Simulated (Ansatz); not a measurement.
# TiI3 (P6_3/mcm): one cell under locks on the spin (series 3)

What does it cost to force the spins of TiI3 (P6_3/mcm) into other sizes and orders? Cell and atoms stay fixed.

Computed with Ansatz 0.2.0 (DFT PBEsol+U (U = 2 eV, J = 0.7 eV on Ti d), plane waves, PAW, unless a step's input says otherwise).

2 further runs of the same task are left out: 2 that didn't finish.

## 1. The starting structure

It takes space group P6_3/mcm (No. 193, hexagonal). The conventional cell has a = 7.142 Å, b = 7.142 Å, c = 6.510 Å, α = 90.00°, β = 90.00°, γ = 120.00°. Around Ti (site symmetry -3m) lie 6 I at 2.79 Å. I (site symmetry m2m) has 2 Ti at 2.79 Å as nearest neighbours.

As a file:

```
Ti I
1.0
     7.14160    0.00000    0.00000
    -3.57080    6.18481    0.00000
     0.00000    0.00000    6.51020
Ti I
2 6
Direct
  0.00000 0.00000 0.00000
  0.00000 0.00000 0.50000
  0.31705 0.00000 0.25000
  0.31705 0.31705 0.75000
  0.00000 0.31705 0.25000
  0.68295 0.00000 0.75000
  0.68295 0.68295 0.25000
  0.00000 0.68295 0.75000
```

The runs: ferrimagnetic site moments held at first, then free; ferrimagnetic site moments held; antiferromagnetic directions held; antiferromagnetic site moments held at first, then free.

An earlier series on this cell reached its lowest free state from «antiferromagnetic start, free», perhaps among other starts.

## 2. Ferrimagnetic site moments held at first, then free

input.yaml

```yaml
crystal:
  lattice:
    - [7.14160089, 0.0, 0.0]
    - [-3.57080045, 6.1848078, 0.0]
    - [0.0, 0.0, 6.51019964]
  atoms:
    - { symbol: Ti, position: [0.0, 0.0, 0.0], spin: 0.86 }
    - { symbol: Ti, position: [0.0, 0.0, 0.5], spin: -0.35 }
    - { symbol: I, position: [0.31705, 0.0, 0.25] }
    - { symbol: I, position: [0.31705, 0.31705, 0.75] }
    - { symbol: I, position: [0.0, 0.31705, 0.25] }
    - { symbol: I, position: [0.68295, 0.0, 0.75] }
    - { symbol: I, position: [0.68295, 0.68295, 0.25] }
    - { symbol: I, position: [0.0, 0.68295, 0.75] }
basis:
  ecutwfc: 420
  ecutrho_ratio: 4
kpoints:
  mp_grid: { grid: [3, 3, 3] }
hamiltonian:
  xc: pbesol
  hubbard:
    sites:
      - { site: 0, l: d, u: 2.0, j: 0.7 }
      - { site: 1, l: d, u: 2.0, j: 0.7 }
scf:
  occupations: { method: gaussian, width: 0.05 }
  lower_state_search: "off"
  max_iter: 150
output:
  forces: true
  stress: true
  eigenvalues: true
  populations: true
  hubbard: { sites: [{ site: 0, l: d }, { site: 1, l: d }] }
magnetization:
  spin_polarized: true
  spin_locking: { lock_spins: true, n_iters: 12 }
```

The lock is temporary (n_iters 12) and is released on the way.

Launch:

```sh
> ansatz run input.yaml --threads 4 --pin off --max-ram 6144MiB --backend cpu --events-out ev --progress --plain --runs-dir out
```

Log, shortened:

```text
Warning: output.stress: scf.convergence.dr2_threshold = 1e-7 eV (the SCF's general default) is looser than the 8e-10 eV advised for a printed stress (1e-10 eV for each atom of the cell: 8). What an SCF threshold leaves in a stress goes as its square root, and in the free energy as the [...]
Warning: RAYON_NUM_THREADS=4 ignored (pool sized by the plan → 4); use --threads N
Ti: projections on atomic orbitals take those of the free atom [Ne] 3s2 3p6 3d2 4s2, of charge +0.00 (hamiltonian.pseudopotentials.projection_atoms); the dataset's partial waves leave at most 4.1e-7 of an orbital's norm unspanned inside its sphere
I: projections on atomic orbitals take those of the free atom [Kr] 4d10 5s2 5p5, of charge +0.00 (hamiltonian.pseudopotentials.projection_atoms); the dataset's partial waves leave at most 9.4e-6 of an orbital's norm unspanned inside its sphere
[...]
Pseudopotentials: kind: paw
Pseudopotential: Ti, paw, valence charge 12, recommended cutoff 420 eV (normal), Ti.paw.azcp
Pseudopotential: I, paw, valence charge 17, recommended cutoff 420 eV (normal), I.paw.azcp
Functional definition: PBEsol
[...]
Crystal: 8 atoms, lattice volume = 287.552 Å³
Basis set: ecut = 420 eV, 5631 PW (Γ), exchange–correlation on 96×96×90 points (8 copies of the dense FFT grid, shifted against one another)
Bands: 77, of which v1, the nominal top of the filled ones, is band 63 counted from 1 (62 counted from 0)
Symmetry: 12 space group operations
Space group: P-31m (ITA 162), of the structure as read, at distance tolerance 6.6e-5 Å
[...]
  atom   4  I     -0.00390885    -0.00677033    -0.00000744
  atom   5  I      0.00390885    -0.00677033     0.00000744
  atom   6  I      0.00781771     0.00000000    -0.00000744
  atom   7  I      0.00390885     0.00677033     0.00000744
  atom   8  I     -0.00390885     0.00677033    -0.00000744
[...]
--- Stress (GPa, compression-positive) ---
        0.059274      -0.000000       0.000000
       -0.000000       0.059274       0.000000
       -0.000000       0.000000      -0.089418
  P = ⅓ Tr σ = 0.0097 GPa (0.097 kbar)
--- Band table (eV; the first three rows and the last of 14) ---
[...]
Occupation matrices written to <dir>
--- Löwdin populations: 8 sites ---
  site symbol       q [e]    m [muB]
     0     Ti     11.2883     0.9080
     1     Ti     11.2883    -0.9080
     2      I     17.1704     0.0000
     3      I     17.1704     0.0000
     4      I     17.1704     0.0000
     5      I     17.1704     0.0000
     6      I     17.1704     0.0000
     7      I     17.1704     0.0000
  spilling = 0.003183 (of n_electrons = 126.000000)
--- Occupation matrices: 2 shells (run DFT+U table (all-electron-ortho-atomic); ε = 1.65e-3) ---
  Ti0 d_3D: site group D3d (-3m)
  Ti0 d_3D up     Tr n = 1.8079  λ = 0.122 0.122 0.316 0.316 0.931  [2× xz 0.29 Eg(1.00) | 2× x2-y2 0.29 Eg(1.00) | z2 1.00 A1g(1.00)]
  Ti0 d_3D dn     Tr n = 0.9099  λ = 0.110 0.110 0.119 0.285 0.285  [2× x2-y2 0.26 Eg(1.00) | z2 1.00 A1g(1.00) | 2× xz 0.26 Eg(1.00)]
  Ti1 d_3D: site group D3d (-3m)
  Ti1 d_3D up     Tr n = 0.9099  λ = 0.110 0.110 0.119 0.285 0.285  [2× x2-y2 0.26 Eg(1.00) | z2 1.00 A1g(1.00) | 2× xz 0.26 Eg(1.00)]
  Ti1 d_3D dn     Tr n = 1.8079  λ = 0.122 0.122 0.316 0.316 0.931  [2× xz 0.29 Eg(1.00) | 2× x2-y2 0.29 Eg(1.00) | z2 1.00 A1g(1.00)]
  Tr n, λ and their labels are of the run-group-symmetrised matrices; stabiliser: 24 of 48 elements of G0×{1,Θ} (closed), max defect 6.7e-6 at τ = 3.5e-4
```

Wall time 14 s (4 threads of Intel Xeon Platinum 8488C (Sapphire Rapids), shared host); peak memory 1 GiB.

It ends with a gap on the mesh of 0.75 eV, pressure 0.0 GPa, moments in spheres Ti 0.77, -0.77 μB, largest force component 0.01 eV/Å, 12 symmetry operations imposed.

How the shells are filled (orbitals counted by the eigenvalues of the occupation matrices):

```csv
shell,channel,electrons,over 0.8,0.2 to 0.8,under 0.2
Ti 3d (atom 1),up,1.81,1,2,2
Ti 3d (atom 1),down,0.91,0,2,3
Ti 3d (atom 2),up,0.91,0,2,3
Ti 3d (atom 2),down,1.81,1,2,2
```

Spin moments on the atoms, as numbers (put along z; the direction is arbitrary without spin–orbit coupling):

```csv
atom,x (μB),y (μB),z (μB)
Ti1,0.00,0.00,0.77
Ti2,0.00,0.00,-0.77
```

## 3. Ferrimagnetic site moments held

input.yaml: that of step 2 with these lines changed.

```diff
@@ -7,3 +7,3 @@
     - { symbol: Ti, position: [0.0, 0.0, 0.0], spin: 0.86 }
-    - { symbol: Ti, position: [0.0, 0.0, 0.5], spin: -0.35 }
+    - { symbol: Ti, position: [0.0, 0.0, 0.5], spin: -0.43 }
     - { symbol: I, position: [0.31705, 0.0, 0.25] }
@@ -37,2 +37,2 @@
   spin_polarized: true
-  spin_locking: { lock_spins: true, n_iters: 12 }
+  spin_locking: { lock_spins: true }
```

The lock stays on to the end, so the result is a constrained state.

Launch:

```sh
> ansatz run input.yaml --threads 4 --pin off --max-ram 6144MiB --backend cpu --events-out ev --progress --plain --runs-dir out
```

Log, shortened:

```text
Warning: output.stress: scf.convergence.dr2_threshold = 1e-7 eV (the SCF's general default) is looser than the 8e-10 eV advised for a printed stress (1e-10 eV for each atom of the cell: 8). What an SCF threshold leaves in a stress goes as its square root, and in the free energy as the [...]
Warning: output.stress: the lock of the moments that magnetization.spin_locking holds to the close lets an SCF meet its threshold on dr2 anywhere within the lock's freeze window, and the stress can move with the moments there: no threshold on dr2 bounds that. The window is the square root [...]
Warning: RAYON_NUM_THREADS=4 ignored (pool sized by the plan → 4); use --threads N
Ti: projections on atomic orbitals take those of the free atom [Ne] 3s2 3p6 3d2 4s2, of charge +0.00 (hamiltonian.pseudopotentials.projection_atoms); the dataset's partial waves leave at most 4.1e-7 of an orbital's norm unspanned inside its sphere
I: projections on atomic orbitals take those of the free atom [Kr] 4d10 5s2 5p5, of charge +0.00 (hamiltonian.pseudopotentials.projection_atoms); the dataset's partial waves leave at most 9.4e-6 of an orbital's norm unspanned inside its sphere
[...]
[... 1 set-up line as earlier in the session ...]
[...]
        0.000000       0.000000      -0.292963
  P = ⅓ Tr σ = -0.0717 GPa (-0.717 kbar)
--- Band table (eV; the first three rows and the last of 14) ---
[...]
Occupation matrices written to <dir>
--- Löwdin populations: 8 sites ---
  site symbol       q [e]    m [muB]
     0     Ti     11.2889     1.0214
     1     Ti     11.3071    -0.4989
     2      I     17.1667    -0.0887
     3      I     17.1667    -0.0887
     4      I     17.1667    -0.0887
     5      I     17.1667    -0.0887
     6      I     17.1667    -0.0887
     7      I     17.1667    -0.0887
  spilling = 0.003205 (of n_electrons = 126.000000)
--- Occupation matrices: 2 shells (run DFT+U table (all-electron-ortho-atomic); ε = 6.12e-3) ---
  Ti0 d_3D: site group D3d (-3m)
  Ti0 d_3D up     Tr n = 1.8617  λ = 0.130 0.130 0.340 0.340 0.922  [2× xz 0.30 Eg(1.00) | 2× x2-y2 0.30 Eg(1.00) | z2 1.00 A1g(1.00)]
  Ti0 d_3D dn     Tr n = 0.8579  λ = 0.102 0.102 0.130 0.262 0.262  [2× x2-y2 0.27 Eg(1.00) | z2 1.00 A1g(1.00) | 2× xz 0.27 Eg(1.00)]
  Ti1 d_3D: site group D3d (-3m)
  Ti1 d_3D up     Tr n = 1.1142  λ = 0.138 0.139 0.139 0.349 0.349  [3× z2 0.33 Eg(0.67) | 2× x2-y2 0.26 Eg(1.00)]
  Ti1 d_3D dn     Tr n = 1.6228  λ = 0.099 0.099 0.258 0.258 0.909  [2× xz 0.26 Eg(1.00) | 2× x2-y2 0.26 Eg(1.00) | z2 1.00 A1g(1.00)]
  Tr n, λ and their labels are of the run-group-symmetrised matrices; stabiliser: 12 of 24 elements of G0×{1,Θ} (closed), max defect 1.8e-15 at τ = 1.3e-3
```

Wall time 17 s (4 threads of Intel Xeon Platinum 8488C (Sapphire Rapids), shared host); peak memory 1 GiB.

End state: a gap on the mesh of 0.20 eV, pressure -0.1 GPa, moments in spheres Ti 0.86, -0.43; I -0.05 μB, largest force component 0.02 eV/Å, 12 symmetry operations imposed.

The shells' filling, with natural orbitals sorted by occupation:

```csv
shell,channel,electrons,over 0.8,0.2 to 0.8,under 0.2
Ti 3d (atom 1),up,1.86,1,2,2
Ti 3d (atom 1),down,0.86,0,2,3
Ti 3d (atom 2),up,1.11,0,2,3
Ti 3d (atom 2),down,1.62,1,2,2
```

Spin moments on the atoms, as numbers (put along z; the direction is arbitrary without spin–orbit coupling):

```csv
atom,x (μB),y (μB),z (μB)
Ti1,0.00,0.00,0.86
Ti2,0.00,0.00,-0.43
I3,0.00,0.00,-0.05
I4,0.00,0.00,-0.05
I5,0.00,0.00,-0.05
I6,0.00,0.00,-0.05
I7,0.00,0.00,-0.05
I8,0.00,0.00,-0.05
```

## 4. Antiferromagnetic directions held

input.yaml

```yaml
crystal:
  lattice:
    - [7.14160089, 0.0, 0.0]
    - [-3.57080045, 6.1848078, 0.0]
    - [0.0, 0.0, 6.51019964]
  atoms:
    - { symbol: Ti, position: [0.0, 0.0, 0.0], spin: 1.0 }
    - { symbol: Ti, position: [0.0, 0.0, 0.5], spin: -1.0 }
    - { symbol: I, position: [0.31705, 0.0, 0.25] }
    - { symbol: I, position: [0.31705, 0.31705, 0.75] }
    - { symbol: I, position: [0.0, 0.31705, 0.25] }
    - { symbol: I, position: [0.68295, 0.0, 0.75] }
    - { symbol: I, position: [0.68295, 0.68295, 0.25] }
    - { symbol: I, position: [0.0, 0.68295, 0.75] }
basis:
  ecutwfc: 420
  ecutrho_ratio: 4
kpoints:
  mp_grid: { grid: [3, 3, 3] }
hamiltonian:
  xc: pbesol
  hubbard:
    sites:
      - { site: 0, l: d, u: 2.0, j: 0.7, starting_ns: [{ spin: up, occupation_matrix: s0up }, { spin: down, occupation_matrix: s0down }] }
      - { site: 1, l: d, u: 2.0, j: 0.7, starting_ns: [{ spin: up, occupation_matrix: s1up }, { spin: down, occupation_matrix: s1down }] }
    occupation_matrices:
      s0up:
        matrix:
          - [0.97, 0.0, 0.0, 0.0, 0.0]
          - [0.0, 0.02, 0.0, 0.0, 0.0]
          - [0.0, 0.0, 0.02, 0.0, 0.0]
          - [0.0, 0.0, 0.0, 0.02, 0.0]
          - [0.0, 0.0, 0.0, 0.0, 0.02]
      s0down:
        matrix:
          - [0.02, 0.0, 0.0, 0.0, 0.0]
          - [0.0, 0.02, 0.0, 0.0, 0.0]
          - [0.0, 0.0, 0.02, 0.0, 0.0]
          - [0.0, 0.0, 0.0, 0.02, 0.0]
          - [0.0, 0.0, 0.0, 0.0, 0.02]
      s1up:
        matrix:
          - [0.02, 0.0, 0.0, 0.0, 0.0]
          - [0.0, 0.02, 0.0, 0.0, 0.0]
          - [0.0, 0.0, 0.02, 0.0, 0.0]
          - [0.0, 0.0, 0.0, 0.02, 0.0]
          - [0.0, 0.0, 0.0, 0.0, 0.02]
      s1down:
        matrix:
          - [0.97, 0.0, 0.0, 0.0, 0.0]
          - [0.0, 0.02, 0.0, 0.0, 0.0]
          - [0.0, 0.0, 0.02, 0.0, 0.0]
          - [0.0, 0.0, 0.0, 0.02, 0.0]
          - [0.0, 0.0, 0.0, 0.0, 0.02]
    ns_hold: { iters: 8 }
scf:
  occupations: { method: gaussian, width: 0.05 }
  lower_state_search: "off"
  max_iter: 150
output:
  forces: true
  stress: true
  eigenvalues: true
  populations: true
  hubbard: { sites: [{ site: 0, l: d }, { site: 1, l: d }] }
magnetization:
  spin_polarized: true
  spin_locking: { lock_directions: true }
```

The typed matrices put 0.97 on the chosen orbitals and 0.02 on the others, and are held for 8 cycles. The lock stays on to the end, so the result is a constrained state.

Launch:

```sh
> ansatz run input.yaml --threads 4 --pin off --max-ram 6144MiB --backend cpu --events-out ev --progress --plain --runs-dir out
```

Log, shortened:

```text
Warning: output.stress: scf.convergence.dr2_threshold = 1e-7 eV (the SCF's general default) is looser than the 8e-10 eV advised for a printed stress (1e-10 eV for each atom of the cell: 8). What an SCF threshold leaves in a stress goes as its square root, and in the free energy as the [...]
Warning: output.stress: the lock of the moments that magnetization.spin_locking holds to the close lets an SCF meet its threshold on dr2 anywhere within the lock's freeze window, and the stress can move with the moments there: no threshold on dr2 bounds that. The window is the square root [...]
Warning: RAYON_NUM_THREADS=4 ignored (pool sized by the plan → 4); use --threads N
Ti: projections on atomic orbitals take those of the free atom [Ne] 3s2 3p6 3d2 4s2, of charge +0.00 (hamiltonian.pseudopotentials.projection_atoms); the dataset's partial waves leave at most 4.1e-7 of an orbital's norm unspanned inside its sphere
I: projections on atomic orbitals take those of the free atom [Kr] 4d10 5s2 5p5, of charge +0.00 (hamiltonian.pseudopotentials.projection_atoms); the dataset's partial waves leave at most 9.4e-6 of an orbital's norm unspanned inside its sphere
[...]
[... 1 set-up line as earlier in the session ...]
[...]
  spilling = 0.003183 (of n_electrons = 126.000000)
--- Occupation matrices: 2 shells (run DFT+U table (all-electron-ortho-atomic); ε = 2.29e-3) ---
  Ti0 d_3D: site group D3d (-3m)
  Ti0 d_3D up     Tr n = 1.8078  λ = 0.122 0.122 0.316 0.316 0.931  [2× xz 0.29 Eg(1.00) | 2× x2-y2 0.29 Eg(1.00) | z2 1.00 A1g(1.00)]
  Ti0 d_3D dn     Tr n = 0.9099  λ = 0.110 0.110 0.119 0.285 0.285  [2× x2-y2 0.26 Eg(1.00) | z2 1.00 A1g(1.00) | 2× xz 0.26 Eg(1.00)]
  specified occupation → Ti0 d_3D up: matrix, ‖Δ‖_F = 0.4450, Tr Δ = -0.7578, displaced = 0.4177, d_λ = 0.4450; orbital distance = 0.0000
  specified occupation → Ti0 d_3D dn: matrix, ‖Δ‖_F = 0.4085, Tr Δ = -0.8099, displaced = 0.4050, d_λ = 0.4085; orbital distance = 0.0000
  Ti1 d_3D: site group D3d (-3m)
  Ti1 d_3D up     Tr n = 0.9099  λ = 0.110 0.110 0.119 0.285 0.285  [2× x2-y2 0.26 Eg(1.00) | z2 1.00 A1g(1.00) | 2× xz 0.26 Eg(1.00)]
  Ti1 d_3D dn     Tr n = 1.8079  λ = 0.122 0.122 0.316 0.316 0.931  [2× xz 0.29 Eg(1.00) | 2× x2-y2 0.29 Eg(1.00) | z2 1.00 A1g(1.00)]
  specified occupation → Ti1 d_3D up: matrix, ‖Δ‖_F = 0.4085, Tr Δ = -0.8099, displaced = 0.4050, d_λ = 0.4085; orbital distance = 0.0000
  specified occupation → Ti1 d_3D dn: matrix, ‖Δ‖_F = 0.4450, Tr Δ = -0.7579, displaced = 0.4177, d_λ = 0.4450; orbital distance = 0.0000
  Tr n, λ and their labels are of the run-group-symmetrised matrices; stabiliser: 24 of 48 elements of G0×{1,Θ} (closed), max defect 5.4e-6 at τ = 4.9e-4
```

Wall time 12 s (4 threads of Intel Xeon Platinum 8488C (Sapphire Rapids), shared host); peak memory 1 GiB.

End state: a gap on the mesh of 0.75 eV, pressure 0.0 GPa, moments in spheres Ti 0.77, -0.77 μB, largest force component 0.01 eV/Å, 12 symmetry operations imposed.

The shells' filling, with natural orbitals sorted by occupation:

```csv
shell,channel,electrons,over 0.8,0.2 to 0.8,under 0.2
Ti 3d (atom 1),up,1.81,1,2,2
Ti 3d (atom 1),down,0.91,0,2,3
Ti 3d (atom 2),up,0.91,0,2,3
Ti 3d (atom 2),down,1.81,1,2,2
```

Spin moments on the atoms, as numbers (put along z; the direction is arbitrary without spin–orbit coupling):

```csv
atom,x (μB),y (μB),z (μB)
Ti1,0.00,0.00,0.77
Ti2,0.00,0.00,-0.77
```

## 5. Antiferromagnetic site moments held at first, then free

input.yaml: that of step 4 with these lines changed.

```diff
@@ -6,4 +6,4 @@
   atoms:
-    - { symbol: Ti, position: [0.0, 0.0, 0.0], spin: 1.0 }
-    - { symbol: Ti, position: [0.0, 0.0, 0.5], spin: -1.0 }
+    - { symbol: Ti, position: [0.0, 0.0, 0.0], spin: 0.86 }
+    - { symbol: Ti, position: [0.0, 0.0, 0.5], spin: -0.86 }
     - { symbol: I, position: [0.31705, 0.0, 0.25] }
@@ -67,2 +67,2 @@
   spin_polarized: true
-  spin_locking: { lock_directions: true }
+  spin_locking: { lock_spins: true, n_iters: 12 }
```

The typed matrices put 0.97 on the chosen orbitals and 0.02 on the others, and are held for 8 cycles. The lock is temporary (n_iters 12) and is released on the way.

Launch:

```sh
> ansatz run input.yaml --threads 4 --pin off --max-ram 6144MiB --backend cpu --events-out ev --progress --plain --runs-dir out
```

Log, shortened:

```text
Warning: output.stress: scf.convergence.dr2_threshold = 1e-7 eV (the SCF's general default) is looser than the 8e-10 eV advised for a printed stress (1e-10 eV for each atom of the cell: 8). What an SCF threshold leaves in a stress goes as its square root, and in the free energy as the [...]
Warning: RAYON_NUM_THREADS=4 ignored (pool sized by the plan → 4); use --threads N
Ti: projections on atomic orbitals take those of the free atom [Ne] 3s2 3p6 3d2 4s2, of charge +0.00 (hamiltonian.pseudopotentials.projection_atoms); the dataset's partial waves leave at most 4.1e-7 of an orbital's norm unspanned inside its sphere
I: projections on atomic orbitals take those of the free atom [Kr] 4d10 5s2 5p5, of charge +0.00 (hamiltonian.pseudopotentials.projection_atoms); the dataset's partial waves leave at most 9.4e-6 of an orbital's norm unspanned inside its sphere
[...]
[... 2 set-up lines as earlier in the session ...]
[...]
  Ti0 d_3D up     Tr n = 1.8079  λ = 0.122 0.122 0.316 0.316 0.931  [2× xz 0.29 Eg(1.00) | 2× x2-y2 0.29 Eg(1.00) | z2 1.00 A1g(1.00)]
  Ti0 d_3D dn     Tr n = 0.9099  λ = 0.110 0.110 0.119 0.285 0.285  [2× x2-y2 0.26 Eg(1.00) | z2 1.00 A1g(1.00) | 2× xz 0.26 Eg(1.00)]
  specified occupation → Ti0 d_3D up: matrix, ‖Δ‖_F = 0.4450, Tr Δ = -0.7579, displaced = 0.4177, d_λ = 0.4450; orbital distance = 0.0000
  specified occupation → Ti0 d_3D dn: matrix, ‖Δ‖_F = 0.4085, Tr Δ = -0.8099, displaced = 0.4050, d_λ = 0.4085; orbital distance = 0.0000
  Ti1 d_3D: site group D3d (-3m)
  Ti1 d_3D up     Tr n = 0.9099  λ = 0.110 0.110 0.119 0.285 0.285  [2× x2-y2 0.26 Eg(1.00) | z2 1.00 A1g(1.00) | 2× xz 0.26 Eg(1.00)]
  Ti1 d_3D dn     Tr n = 1.8079  λ = 0.122 0.122 0.316 0.316 0.931  [2× xz 0.29 Eg(1.00) | 2× x2-y2 0.29 Eg(1.00) | z2 1.00 A1g(1.00)]
  specified occupation → Ti1 d_3D up: matrix, ‖Δ‖_F = 0.4085, Tr Δ = -0.8099, displaced = 0.4050, d_λ = 0.4085; orbital distance = 0.0000
  specified occupation → Ti1 d_3D dn: matrix, ‖Δ‖_F = 0.4450, Tr Δ = -0.7579, displaced = 0.4177, d_λ = 0.4450; orbital distance = 0.0000
  Tr n, λ and their labels are of the run-group-symmetrised matrices; stabiliser: 24 of 48 elements of G0×{1,Θ} (closed), max defect 5.1e-7 at τ = 7.0e-5
```

Run time: 15 s. Hardware: 4 threads of Intel Xeon Platinum 8488C (Sapphire Rapids), shared host; peak memory 1.1 GiB.

It ends with a gap on the mesh of 0.75 eV, pressure 0.0 GPa, moments in spheres Ti 0.77, -0.77 μB, largest force component 0.01 eV/Å, 12 symmetry operations imposed.

The shells' filling, with natural orbitals sorted by occupation:

```csv
shell,channel,electrons,over 0.8,0.2 to 0.8,under 0.2
Ti 3d (atom 1),up,1.81,1,2,2
Ti 3d (atom 1),down,0.91,0,2,3
Ti 3d (atom 2),up,0.91,0,2,3
Ti 3d (atom 2),down,1.81,1,2,2
```

Spin moments on the atoms, as numbers (put along z; the direction is arbitrary without spin–orbit coupling):

```csv
atom,x (μB),y (μB),z (μB)
Ti1,0.00,0.00,0.77
Ti2,0.00,0.00,-0.77
```

## 6. All runs side by side

Energies count from the lowest free state and have the smearing extrapolated to zero; for held moments they are taken at the target, with the constraint's term.

| start | energy (meV/atom) | gap (eV) | pressure (GPa) | largest moment (μB) | SCF cycles | time |
| --- | --- | --- | --- | --- | --- | --- |
| antiferromagnetic site moments held at first, then free | 0.0 | 0.75 | 0.0 | 0.77 | 23 | 15 s |
| ferrimagnetic site moments held at first, then free | 0.0 | 0.75 | 0.0 | 0.77 | 24 | 14 s |
| antiferromagnetic directions held [held] | 0.0 | 0.75 | 0.0 | 0.77 | 18 | 12 s |
| antiferromagnetic start, free (earlier series) | 0.0 | 0.75 | 0.0 | 0.77 | 18 | 13 s |
| ferrimagnetic site moments held [held] | 12.4 | 0.20 | -0.1 | 0.86 | 29 | 17 s |

The 3 free runs end within about 1 meV/atom of each other. The lock of «antiferromagnetic directions held» costs nothing: that run ends at the energy of the lowest free state. The lowest state found need not be the ground state, and the geometry wasn't relaxed for any of them.
